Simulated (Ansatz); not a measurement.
# MgGeH (quartet): the correlation ladder, cc-pVDZ

The task here is to estimate one member of a computed series from the others.

Method: cc-pVDZ, core rule «outside noble gas», up to 19 orbitals frozen; program: Ansatz 0.2.0, Gaussian basis.

To be run: UHF; CCSD(T) on ROHF; CCSD(T) on UHF; BCCD(T) on ROHF; CISD; CCSDT(Q) on ROHF; CCSDT(Q) on UHF; CISDTQ; CCSDTQ on ROHF; CCSDTQ on UHF; Full CI.

19 further runs of the same task are left out: 13 for a known fault of the program, 1 that didn't finish, 5 set aside as unsound or not needed.

### The system

The geometry is a PBE0/def2-TZVP stationary point (not a proven minimum). No spin-orbit coupling is included. The filled d shell of Ge may be among the frozen orbitals whatever the setting's name suggests; the logs give the count.

3 atoms, charge 0, spin multiplicity 4.

Atoms are counted from 1 here; the program's logs count them from 0.

Bond lengths: Ge1–Mg2 2.494 Å, Ge1–H3 1.549 Å. Angles: Mg2–Ge1–H3 180.0°.

As a file:

```xyz
3
GeHMg
Ge    0.00000    0.00000    0.31530
Mg    0.00000    0.00000   -2.17920
H     0.00000    0.00000    1.86390
```

Set-up of the first run:

in.yaml

```yaml
crystal:
  periodic: [false, false, false]
  atoms:
    - {symbol: Ge, position_ang: [0.000000, 0.000000, 0.315300]}
    - {symbol: Mg, position_ang: [0.000000, 0.000000, -2.179200]}
    - {symbol: H, position_ang: [0.000000, 0.000000, 1.863900]}
basis:
  gaussian: {orbitals: cc-pVDZ}
magnetization: {spin_polarized: true, initial_magnetization: 3}
hamiltonian: {xc: hf}
output: {orbitals: {seedname: orbitals}}
```

Command:

```
ansatz run in.yaml --threads 1 --pin off --events-out ev --progress --plain --max-ram 4096MiB --backend cpu
```

Steps of the session up to this table: UHF; CCSD(T) on ROHF; CCSD(T) on UHF; BCCD(T) on ROHF; CISD; CCSDT(Q) on ROHF; CCSDT(Q) on UHF; CISDTQ; CCSDTQ on ROHF; CCSDTQ on UHF; Full CI.

One of the session's tables, all rows but one given; the rest of the session is left out.

It belongs to the step «Misses and costs». 

```
   method  from FCI (kJ/mol)
     ROHF             +281.0
      UHF             +266.7
     RMP2              +66.2
     UMP2                  ?
     CISD              +19.2
    RCCSD              +10.9
    UCCSD               +9.8
 RCCSD(T)               +2.8
 UCCSD(T)               +2.0
  BCCD(T)               +2.8
   RCCSDT               +0.5
   UCCSDT               -0.4
   CISDTQ               +0.3
RCCSDT(Q)               +0.1
UCCSDT(Q)               -0.8
  RCCSDTQ                0.0
  UCCSDTQ               -0.8
      FCI                  0
```

Q: Estimate the row for UMP2 from the others.

The run gave: from FCI (kJ/mol): +67.7. In the column «from FCI (kJ/mol)» it lies between RMP2 (+66.2) and UHF (+266.7).

Caveats from the session: UCCSDT, UCCSDT(Q), UCCSDTQ fall below full CI: unrestricted runs freeze a spin-polarised core, another one than full CI's, and coupled cluster isn't variational. Levels on UHF freeze UHF's core orbitals, full CI those of ROHF, so the U rows can settle a little off it for that reason alone. Restricted and unrestricted rows rest on different reference determinants; where their highest levels disagree by more than a few hundredths of an eV, they describe different states and don't form one ladder.
